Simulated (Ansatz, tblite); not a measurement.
## A script for SrCl2 (GFN2-xTB)

These are simulated results from tblite 0.8.0, not measurements. The cell was built from a prototype and was relaxed with r2SCAN in plane waves (Ansatz 0.2.0). Not every such cell is a known phase. All runs are without spin polarisation.

Space group Fm-3m (No. 225), cubic; a = 6.995 Å in the conventional setting, 28.53 Å³ an atom. Sr has 8 Cl at 3.03 Å; Cl has 4 Sr at 3.03 Å.

tblite solves periodic systems at the zone centre alone, so the script builds a cluster of 2×2×2 conventional cells (96 atoms), which folds in a coarse mesh of k points.

The script, run.py:

```python
import json
from ase import Atoms
from ase.build import make_supercell
from ase.units import Bohr, GPa, Hartree
from tblite.interface import Calculator

atoms = Atoms(['Sr', 'Cl', 'Cl'],
              cell=[[-0.0, 3.497718, 3.497718], [3.497718, 0.0, 3.497718], [3.497718, 3.497718, 0.0]],
              scaled_positions=[[-0.0, 0.0, 0.0], [0.25, 0.25, 0.25], [0.75, 0.75, 0.75]],
              pbc=True)
cluster = make_supercell(atoms, [[-2, 2, 2], [2, -2, 2], [2, 2, -2]])
calc = Calculator('GFN2-xTB', cluster.numbers, cluster.positions / Bohr, lattice=cluster.cell[:] / Bohr, periodic=cluster.pbc)
calc.set('temperature', 0.02 / Hartree)
calc.set('max-iter', 150)
res = calc.singlepoint()
levels = res.get('orbital-energies') * Hartree
nv = round(res.get('orbital-occupations').sum() / 2)
cells = len(cluster) // len(atoms)
out = {'energy_per_cell': res.get('energy') * Hartree / cells, 'homo': levels[nv - 1], 'lumo': levels[nv],
       'stress': (-res.get('virial') * Hartree / cluster.get_volume() / GPa).tolist(), 'charges': res.get('charges')[:len(atoms)].tolist(), 'electrons': 2 * nv / cells}
json.dump(out, open('results.json', 'w'))
for key, value in out.items():
    print(key, value)
```

Command: `python run.py`. It took 7.8 s on 1 thread of Arm Neoverse V2, on a shared host, peak memory 0.19 GiB.

Output:

```
------------------------------------------------------------
  cycle        total energy    energy error   density error
------------------------------------------------------------
      1     -305.5001680138  -3.0561906E+02   3.7778900E-01
      2     -312.3376512064  -6.8374832E+00   1.6725131E-01
      3     -312.0417041204   2.9594709E-01   1.3192801E-01
      4     -312.4668089691  -4.2510485E-01   1.2761703E-01
      5     -314.4695459336  -2.0027370E+00   3.0099846E-02
      6     -314.6003265774  -1.3078064E-01   1.3226185E-03
      7     -314.6006053132  -2.7873581E-04   1.5381500E-04
      8     -314.6006046936   6.1959872E-07   1.3597011E-04
      9     -314.6006059558  -1.2621562E-06   6.5911371E-05
     10     -314.6006065589  -6.0315807E-07   4.9194109E-06
------------------------------------------------------------

 total:                                   7.341 sec
energy_per_cell -267.5224546429599
homo -12.709907740566893
lumo -9.318925141441596
stress [[-4.381479794783706, -1.0448210606616171e-06, -1.044821070540797e-06], [-1.0448210606284047e-06, -4.381479794783709, -1.0448211080125935e-06], [-1.0448210706619238e-06, -1.0448211080744733e-06, -4.3814797947836315]]
charges [0.5976349488195986, -0.2988192136441375, -0.298815186367919]
electrons 16.0
```

The cycle table is in hartree for the whole cluster, and the lines after it are in eV (the energy for one cell). The printed stress is in GPa and positive in compression, and the pressure is its mean diagonal.

GFN2-xTB gives a gap of 3.39 eV. On the same cell, plane-wave PBE (Ansatz, 6×6×6 k points and the special points) gives a gap of 5.31 eV and r2SCAN a gap of 5.94 eV; on shared hosts these took about 1.8 and 4.6 core-seconds on the 3-atom cell, against 7.8 for the script. Semilocal gaps usually lie below measured ones. xTB was fitted to molecules, so gaps, charges and pressures of solids can be far off, and the gap also depends on the size of the cluster.

The same script was run on cells scaled at fixed shape and fractional coordinates:

```
volume (Å³/atom)  energy (meV/atom)  pressure (GPa, positive in compression)  gap (eV)
           25.10              -72.3                                    -1.85      4.34
           26.82              -41.7                                    -3.50      3.83
           28.53                0.0                                    -4.38      3.39
           30.24               49.7                                    -4.91      3.01
           31.95              104.0                                    -5.23      2.67
```

The minimum lies beyond the smallest of these volumes.

xTB was fitted mostly to molecules, and a small cluster samples few k points, so gaps, pressures and kinks along a curve can be far from a solid's.
